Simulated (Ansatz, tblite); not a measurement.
# Sn24H30 hole sphere (Sn24H30): removing and adding an electron

Aim: the energy of removing and adding an electron for Sn24H30 hole sphere (Sn24H30), by energy differences, and how well orbital energies stand in for it.

Computed with Ansatz 0.2.0, Gaussian basis. Level: as each input shows.

The runs, in order: charge +1 doublet, at the geometry of the singlet (PBE0-D4/def2-TZVP, PBE-D4/def2-TZVP, r2SCANh-D4/def2-TZVP); charge -1 doublet, at the geometry of the singlet (PBE0-D4/def2-TZVP, PBE-D4/def2-TZVP, r2SCANh-D4/def2-TZVP); the starting singlet's energies come from earlier runs.

**1. The relaxed structure**

The geometry is that of the singlet, from an earlier relaxation (PBE-D4/def2-SVP).

54 atoms, charge 0, spin multiplicity 1.

Atoms are counted from 1 here; the program's logs count them from 0.

Bond lengths: Sn1–Sn2 2.824 Å, Sn1–Sn5 2.828 Å, Sn1–H25 1.738 Å, Sn1–H26 1.738 Å, Sn2–Sn7 2.822 Å, Sn2–H27 1.738 Å, Sn2–H28 1.738 Å, Sn3–Sn4 2.819 Å, Sn3–Sn5 2.838 Å, Sn3–Sn14 2.819 Å, Sn3–H29 1.745 Å, Sn4–Sn9 2.819 Å, Sn4–H30 1.737 Å, Sn4–H31 1.739 Å, Sn5–Sn6 2.829 Å, Sn5–Sn15 2.827 Å, Sn6–Sn8 2.837 Å, Sn6–Sn10 2.827 Å and more. Angles: Sn2–Sn1–Sn5 111.0°, Sn2–Sn1–H25 109.9°, Sn2–Sn1–H26 110.1°, Sn5–Sn1–H25 109.3°, Sn5–Sn1–H26 109.6°, H25–Sn1–H26 106.9°, Sn1–Sn2–Sn7 109.4°, Sn1–Sn2–H27 110.1°, Sn1–Sn2–H28 110.1°, Sn7–Sn2–H27 110.1°, Sn7–Sn2–H28 110.1°, H27–Sn2–H28 107.1°, Sn4–Sn3–Sn5 109.2°, Sn4–Sn3–Sn14 110.4°, Sn4–Sn3–H29 109.5°, Sn5–Sn3–Sn14 109.6°, Sn5–Sn3–H29 108.7°, Sn14–Sn3–H29 109.4° and more.

Sn takes a core potential in the def2 sets. No spin-orbit coupling is included.

**2. Charge +1 doublet at the fixed geometry, PBE0-D4/def2-TZVP**

in.yaml

```yaml
crystal:
  periodic: [false, false, false]
  atoms:
    - {symbol: Sn, position_ang: [-0.013416, -5.325687, 0.071972]}
    - {symbol: Sn, position_ang: [0.004917, -5.341888, 2.895868]}
    - {symbol: Sn, position_ang: [0.009530, -2.651166, -3.765298]}
    - {symbol: Sn, position_ang: [-2.312419, -1.345400, -4.686890]}
    - {symbol: Sn, position_ang: [0.001976, -2.680354, -0.927616]}
    - {symbol: Sn, position_ang: [-2.268694, -1.313829, 0.061009]}
    - {symbol: Sn, position_ang: [0.004712, -2.685408, 3.847400]}
    - {symbol: Sn, position_ang: [-2.278073, -1.320276, 2.898168]}
    - {symbol: Sn, position_ang: [-2.303937, 1.317842, -3.762204]}
    - {symbol: Sn, position_ang: [-2.319794, 1.335367, -0.924987]}
    - {symbol: Sn, position_ang: [-4.601119, 2.676494, 0.071292]}
    - {symbol: Sn, position_ang: [-2.327033, 1.339277, 3.847477]}
    - {symbol: Sn, position_ang: [-4.629212, 2.664225, 2.894811]}
    - {symbol: Sn, position_ang: [2.318372, -1.323431, -4.690226]}
    - {symbol: Sn, position_ang: [2.270045, -1.310087, 0.058472]}
    - {symbol: Sn, position_ang: [2.283369, -1.315057, 2.895616]}
    - {symbol: Sn, position_ang: [2.287532, 1.338655, -3.764377]}
    - {symbol: Sn, position_ang: [-0.015190, 2.682575, -4.680734]}
    - {symbol: Sn, position_ang: [2.316806, 1.340317, -0.927157]}
    - {symbol: Sn, position_ang: [-0.001714, 2.620356, 0.062256]}
    - {symbol: Sn, position_ang: [2.326121, 1.344173, 3.845727]}
    - {symbol: Sn, position_ang: [-0.002234, 2.632801, 2.899478]}
    - {symbol: Sn, position_ang: [4.621823, 2.641071, 0.068087]}
    - {symbol: Sn, position_ang: [4.624868, 2.673809, 2.891598]}
    - {symbol: H, position_ang: [-1.424207, -6.153545, -0.516253]}
    - {symbol: H, position_ang: [1.368070, -6.186336, -0.537975]}
    - {symbol: H, position_ang: [-1.387180, -6.190668, 3.497432]}
    - {symbol: H, position_ang: [1.408899, -6.184034, 3.478680]}
    - {symbol: H, position_ang: [0.019604, -4.298526, -4.340772]}
    - {symbol: H, position_ang: [-3.717869, -2.165412, -4.078321]}
    - {symbol: H, position_ang: [-2.396461, -1.390226, -6.422854]}
    - {symbol: H, position_ang: [-3.699323, -2.140312, -0.503164]}
    - {symbol: H, position_ang: [0.005620, -2.658547, 5.591559]}
    - {symbol: H, position_ang: [-3.713653, -2.151136, 3.441714]}
    - {symbol: H, position_ang: [-3.737785, 2.132924, -4.332178]}
    - {symbol: H, position_ang: [-6.039019, 1.918296, -0.544008]}
    - {symbol: H, position_ang: [-4.603357, 4.312785, -0.515343]}
    - {symbol: H, position_ang: [-2.305733, 1.325604, 5.591650]}
    - {symbol: H, position_ang: [-6.058751, 1.863784, 3.474064]}
    - {symbol: H, position_ang: [-4.672694, 4.292579, 3.500318]}
    - {symbol: H, position_ang: [2.396079, -1.371014, -6.426502]}
    - {symbol: H, position_ang: [3.734367, -2.128112, -4.085585]}
    - {symbol: H, position_ang: [3.701793, -2.133759, -0.506849]}
    - {symbol: H, position_ang: [3.720840, -2.143471, 3.437895]}
    - {symbol: H, position_ang: [3.710655, 2.171135, -4.336122]}
    - {symbol: H, position_ang: [-0.013157, 2.790874, -6.415912]}
    - {symbol: H, position_ang: [-0.023940, 4.305082, -4.059683]}
    - {symbol: H, position_ang: [-0.003928, 4.271899, -0.503703]}
    - {symbol: H, position_ang: [2.306373, 1.330338, 5.589889]}
    - {symbol: H, position_ang: [-0.003258, 4.291693, 3.442303]}
    - {symbol: H, position_ang: [6.038125, 1.820555, -0.517058]}
    - {symbol: H, position_ang: [4.687854, 4.264350, -0.549612]}
    - {symbol: H, position_ang: [6.056716, 1.896571, 3.496413]}
    - {symbol: H, position_ang: [4.648074, 4.312236, 3.470202]}
basis:
  gaussian: {orbitals: def2-TZVP, fitting: {mean_field: def2-universal-jkfit}}
total_charge: 1
magnetization: {spin_polarized: true, initial_magnetization: 1}
hamiltonian: {xc: pbe0, dispersion: d4}
scf: {omitted_lower_state_checks: [starts]}
output: {orbitals: {seedname: orbitals}}
```

Command:

```sh
ansatz run in.yaml --threads 11 --pin off --events-out ev --progress --plain --max-ram 174080MiB --backend cuda --devices 0, --max-vram 75GiB
```

The program printed:

```text
Functional definition: PBE0
  name "PBE0"
  cite "Adamo & Barone, J. Chem. Phys. 110, 6158 (1999) doi:10.1063/1.478522"
  cite "Perdew, Burke & Ernzerhof, Phys. Rev. Lett. 77, 3865 (1996) doi:10.1103/PhysRevLett.77.3865"
  parent pbe
  parameter a = 0.25
  parameter kappa = 0.804
  parameter beta = 0.06672455060314922
  exchange = (1 - a)*pbe_x(kappa = kappa, mu = beta*pi^2/3) + a*exact_x
  correlation = pbe_c(beta = beta)
these checks for a lower state are left out or cut short: starts
5772 factors; integrals over basis functions are off by at most 6.2e-1 eV
mean field evaluation 1: about -140456.3326 eV, gradient 2.4e1 eV
mean field evaluation 2: about -140454.5736 eV, gradient 2.9e1 eV
mean field evaluation 4: about -140459.0074 eV, gradient 5.4e0 eV
mean field evaluation 8: about -140459.1864 eV, gradient 4.7e-1 eV
mean field evaluation 16: about -140459.1949 eV, gradient 1.8e-1 eV
mean field evaluation 32: about -140459.2415 eV, gradient 4.3e-4 eV
mean field -140459.24153346 eV, -5161.7819196611 hartree, gradient 7.5e-6 eV, S^2 0.754171; 0 other end points of the search recorded, 0 dependent functions left out
reference -140459.24168114 eV, -5161.7819250885 hartree; 279, 278 occupied and 1101, 1102 virtual orbitals, 5772 factors
Total energy: -140463.19093563 eV, -5161.9270575141 hartree
Checks for a lower state left out: starts
```

It took 2.1 min on 1 × H100 with 11 threads of AMD EPYC 7R13, shared host; peak host memory 2.7 GiB.

Report: HOMO -8.78 eV, LUMO -8.10 eV (over both spins); ⟨S²⟩ 0.754 (pure: 0.75).

**3. Charge +1 doublet at the fixed geometry, PBE-D4/def2-TZVP**

start.molden holds the orbitals of an earlier run on this state, given as this run's starting guess.

Edit in.yaml of step 2 so:

```diff
@@ -58,6 +58,6 @@
 basis:
-  gaussian: {orbitals: def2-TZVP, fitting: {mean_field: def2-universal-jkfit}}
+  gaussian: {orbitals: def2-TZVP, fitting: {mean_field: def2-universal-jkfit}, initial_orbitals: start.molden}
 total_charge: 1
 magnetization: {spin_polarized: true, initial_magnetization: 1}
-hamiltonian: {xc: pbe0, dispersion: d4}
+hamiltonian: {xc: pbe, dispersion: d4}
 scf: {omitted_lower_state_checks: [starts]}
```

Same command.

The program printed:

```text
Functional definition: PBE
  name "PBE"
  cite "Perdew, Burke & Ernzerhof, Phys. Rev. Lett. 77, 3865 (1996) doi:10.1103/PhysRevLett.77.3865"
  parent pbe
  parameter kappa = 0.804
  parameter beta = 0.06672455060314922
  exchange = pbe_x(kappa = kappa, mu = beta*pi^2/3)
  correlation = pbe_c(beta = beta)
these checks for a lower state are left out or cut short: starts
5772 factors; integrals over basis functions are off by at most 6.2e-1 eV
mean field evaluation 1: about -140451.1782 eV, gradient 1.4e1 eV
mean field evaluation 2: about -140452.1392 eV, gradient 9.7e-1 eV
mean field evaluation 4: about -140452.1459 eV, gradient 9.3e-2 eV
mean field evaluation 8: about -140452.1470 eV, gradient 5.5e-2 eV
mean field evaluation 16: about -140452.1478 eV, gradient 2.3e-5 eV
mean field -140452.14782135 eV, -5161.5212305496 hartree, gradient 2.5e-6 eV, S^2 0.750830; 0 other end points of the search recorded, 0 dependent functions left out
reference -140452.14802099 eV, -5161.5212378861 hartree; 279, 278 occupied and 1101, 1102 virtual orbitals, 5772 factors
Total energy: -140456.38434006 eV, -5161.6769197406 hartree
Checks for a lower state left out: starts
```

Wall time 37 s (1 × H100 with 11 threads of AMD EPYC 7R13, shared host); peak host memory 2.5 GiB.

HOMO -8.04 eV, LUMO -8.08 eV (over both spins; with the spin held, an empty level of the minority spin lies below the top filled one); ⟨S²⟩ 0.751 (pure: 0.75).

**4. Charge +1 doublet at the fixed geometry, r2SCANh-D4/def2-TZVP**

Edit in.yaml of step 3 so:

```diff
@@ -61,3 +61,3 @@
 magnetization: {spin_polarized: true, initial_magnetization: 1}
-hamiltonian: {xc: pbe, dispersion: d4}
+hamiltonian: {xc: {name: r2SCANh}, dispersion: d4}
 scf: {omitted_lower_state_checks: [starts]}
```

The command is unchanged.

The program printed (excerpt; [...] marks lines left out):

```text
Functional definition: r2SCANh
  name "r2SCANh"
  cite "Bursch, Neugebauer, Ehlert & Grimme, J. Chem. Phys. 156, 134105 (2022) doi:10.1063/5.0086040"
  cite "Furness, Kaplan, Ning, Perdew & Sun, J. Phys. Chem. Lett. 11, 8208 (2020) doi:10.1021/acs.jpclett.0c02405"
  cite "Furness, Kaplan, Ning, Perdew & Sun, J. Phys. Chem. Lett. 11, 9248 (2020) doi:10.1021/acs.jpclett.0c03077"
  parent r2scan
[...]
5772 factors; integrals over basis functions are off by at most 6.2e-1 eV
[...]
mean field -140501.29144618 eV, -5163.3272254512 hartree, gradient 3.8e-6 eV, S^2 0.754720; 0 other end points of the search recorded, 0 dependent functions left out
reference -140501.29151965 eV, -5163.3272281511 hartree; 279, 278 occupied and 1101, 1102 virtual orbitals, 5772 factors
Total energy: -140502.64306836 eV, -5163.3768966501 hartree
Checks for a lower state left out: starts
```

It took 2.1 min on 1 × H100 with 11 threads of AMD EPYC 7R13, shared host; peak host memory 3 GiB.

HOMO -8.50 eV, LUMO -8.22 eV (over both spins); ⟨S²⟩ 0.755 (pure: 0.75).

**5. Vertical ionisation energy**

Charged state less starting state, singlet to doublet; the starting state's energies are those of its earlier runs.

```csv
level,vertical ionisation energy (eV),time
PBE-D4/def2-TZVP,+6.97,47 s
r2SCANh-D4/def2-TZVP,+7.24,2.5 min
PBE0-D4/def2-TZVP,+7.35,2.3 min
```

Times add the two runs; a level without a time comes out of a correlated run.

Beside −ε(HOMO) of the starting state:

```csv
level,−ε(HOMO) (eV),by difference (eV),mismatch (eV)
PBE-D4/def2-TZVP,5.73,6.97,-1.24
r2SCANh-D4/def2-TZVP,6.20,7.24,-1.03
PBE0-D4/def2-TZVP,6.50,7.35,-0.85
```

**6. Charge -1 doublet at the fixed geometry, PBE0-D4/def2-TZVP**

Edit in.yaml of step 4 so:

```diff
@@ -58,6 +58,6 @@
 basis:
-  gaussian: {orbitals: def2-TZVP, fitting: {mean_field: def2-universal-jkfit}, initial_orbitals: start.molden}
-total_charge: 1
+  gaussian: {orbitals: def2-TZVP, fitting: {mean_field: def2-universal-jkfit}}
+total_charge: -1
 magnetization: {spin_polarized: true, initial_magnetization: 1}
-hamiltonian: {xc: {name: r2SCANh}, dispersion: d4}
+hamiltonian: {xc: pbe0, dispersion: d4}
 scf: {omitted_lower_state_checks: [starts]}
```

Same command.

The program printed (excerpt; [...] marks lines left out):

```text
Functional definition: PBE0
  name "PBE0"
  cite "Adamo & Barone, J. Chem. Phys. 110, 6158 (1999) doi:10.1063/1.478522"
  cite "Perdew, Burke & Ernzerhof, Phys. Rev. Lett. 77, 3865 (1996) doi:10.1103/PhysRevLett.77.3865"
  parent pbe
[...]
5772 factors; integrals over basis functions are off by at most 6.2e-1 eV
[...]
mean field -140468.16364439 eV, -5162.1098011904 hartree, gradient 7.2e-6 eV, S^2 0.753662; 0 other end points of the search recorded, 0 dependent functions left out
reference -140468.16379408 eV, -5162.1098066912 hartree; 280, 279 occupied and 1100, 1101 virtual orbitals, 5772 factors
Total energy: -140472.22359693 eV, -5162.2590016943 hartree
Checks for a lower state left out: starts
```

It took 48 s on 1 × H100 with 11 threads of AMD EPYC 7R13, shared host; peak host memory 2.6 GiB.

Report: HOMO -0.87 eV, LUMO -0.09 eV (over both spins); ⟨S²⟩ 0.754 (pure: 0.75).

**7. Charge -1 doublet at the fixed geometry, PBE-D4/def2-TZVP**

Edit in.yaml of step 6 so:

```diff
@@ -58,6 +58,6 @@
 basis:
-  gaussian: {orbitals: def2-TZVP, fitting: {mean_field: def2-universal-jkfit}}
+  gaussian: {orbitals: def2-TZVP, fitting: {mean_field: def2-universal-jkfit}, initial_orbitals: start.molden}
 total_charge: -1
 magnetization: {spin_polarized: true, initial_magnetization: 1}
-hamiltonian: {xc: pbe0, dispersion: d4}
+hamiltonian: {xc: pbe, dispersion: d4}
 scf: {omitted_lower_state_checks: [starts]}
```

Same command.

The program printed:

```text
Functional definition: PBE
  name "PBE"
  cite "Perdew, Burke & Ernzerhof, Phys. Rev. Lett. 77, 3865 (1996) doi:10.1103/PhysRevLett.77.3865"
  parent pbe
  parameter kappa = 0.804
  parameter beta = 0.06672455060314922
  exchange = pbe_x(kappa = kappa, mu = beta*pi^2/3)
  correlation = pbe_c(beta = beta)
these checks for a lower state are left out or cut short: starts
5772 factors; integrals over basis functions are off by at most 6.2e-1 eV
mean field evaluation 1: about -140459.9973 eV, gradient 1.4e1 eV
mean field evaluation 2: about -140460.9515 eV, gradient 1.1e0 eV
mean field evaluation 4: about -140460.9653 eV, gradient 2.1e-1 eV
mean field evaluation 8: about -140460.9819 eV, gradient 1.7e-2 eV
mean field evaluation 16: about -140460.9819 eV, gradient 2.5e-4 eV
mean field -140460.98188461 eV, -5161.8458763862 hartree, gradient 3.0e-6 eV, S^2 0.750522; 0 other end points of the search recorded, 0 dependent functions left out
reference -140460.98208056 eV, -5161.8458835874 hartree; 280, 279 occupied and 1100, 1101 virtual orbitals, 5772 factors
Total energy: -140465.33856485 eV, -5162.0059814320 hartree
Checks for a lower state left out: starts
```

Wall time 23 s (1 × H100 with 11 threads of AMD EPYC 7R13, shared host); peak host memory 2.5 GiB.

Report: HOMO -0.81 eV, LUMO -0.75 eV (over both spins); ⟨S²⟩ 0.751 (pure: 0.75).

**8. Charge -1 doublet at the fixed geometry, r2SCANh-D4/def2-TZVP**

Edit in.yaml of step 7 so:

```diff
@@ -61,3 +61,3 @@
 magnetization: {spin_polarized: true, initial_magnetization: 1}
-hamiltonian: {xc: pbe, dispersion: d4}
+hamiltonian: {xc: {name: r2SCANh}, dispersion: d4}
 scf: {omitted_lower_state_checks: [starts]}
```

Launched as before.

The program printed (excerpt; [...] marks lines left out):

```text
Functional definition: r2SCANh
  name "r2SCANh"
  cite "Bursch, Neugebauer, Ehlert & Grimme, J. Chem. Phys. 156, 134105 (2022) doi:10.1063/5.0086040"
  cite "Furness, Kaplan, Ning, Perdew & Sun, J. Phys. Chem. Lett. 11, 8208 (2020) doi:10.1021/acs.jpclett.0c02405"
  cite "Furness, Kaplan, Ning, Perdew & Sun, J. Phys. Chem. Lett. 11, 9248 (2020) doi:10.1021/acs.jpclett.0c03077"
  parent r2scan
[...]
5772 factors; integrals over basis functions are off by at most 6.2e-1 eV
[...]
mean field -140510.22662926 eV, -5163.6555873729 hartree, gradient 3.1e-6 eV, S^2 0.754917; 0 other end points of the search recorded, 0 dependent functions left out
reference -140510.22670410 eV, -5163.6555901233 hartree; 280, 279 occupied and 1100, 1101 virtual orbitals, 5772 factors
Total energy: -140511.62369839 eV, -5163.7069287166 hartree
Checks for a lower state left out: starts
```

It took 59 s on 1 × H100 with 11 threads of AMD EPYC 7R13, shared host; peak host memory 3 GiB.

HOMO -0.77 eV, LUMO -0.38 eV (over both spins); ⟨S²⟩ 0.755 (pure: 0.75).

**9. Vertical electron affinity**

Starting state less charged state (positive: the electron is bound), singlet to doublet; the starting state's energies are those of its earlier runs.

```csv
level,vertical electron affinity (eV),time
PBE-D4/def2-TZVP,+1.99,33 s
r2SCANh-D4/def2-TZVP,+1.74,81 s
PBE0-D4/def2-TZVP,+1.68,63 s
```

Times add the two runs; a level without a time comes out of a correlated run.

Beside −ε(LUMO) of the starting state:

```csv
level,−ε(LUMO) (eV),by difference (eV),mismatch (eV)
PBE-D4/def2-TZVP,3.05,1.99,+1.06
r2SCANh-D4/def2-TZVP,2.68,1.74,+0.93
PBE0-D4/def2-TZVP,2.38,1.68,+0.70
```

**10. Summary of results**

```
                                            quantity                               value
vertical ionisation energy, functionals in def2-TZVP  6.97 (PBE-D4) to 7.35 eV (PBE0-D4)
vertical electron affinity, functionals in def2-TZVP  1.68 (PBE0-D4) to 1.99 eV (PBE-D4)
```

What this shows: The vertical ionisation energy spans 6.97 to 7.35 eV over the functionals. −ε(HOMO) misses the level's own difference by -0.85 eV at best (PBE0-D4) and -1.24 eV at worst (PBE-D4). The vertical electron affinity spans 1.68 to 1.99 eV over the functionals. −ε(LUMO) misses the level's own difference by +0.70 eV at best (PBE0-D4) and +1.06 eV at worst (PBE-D4).
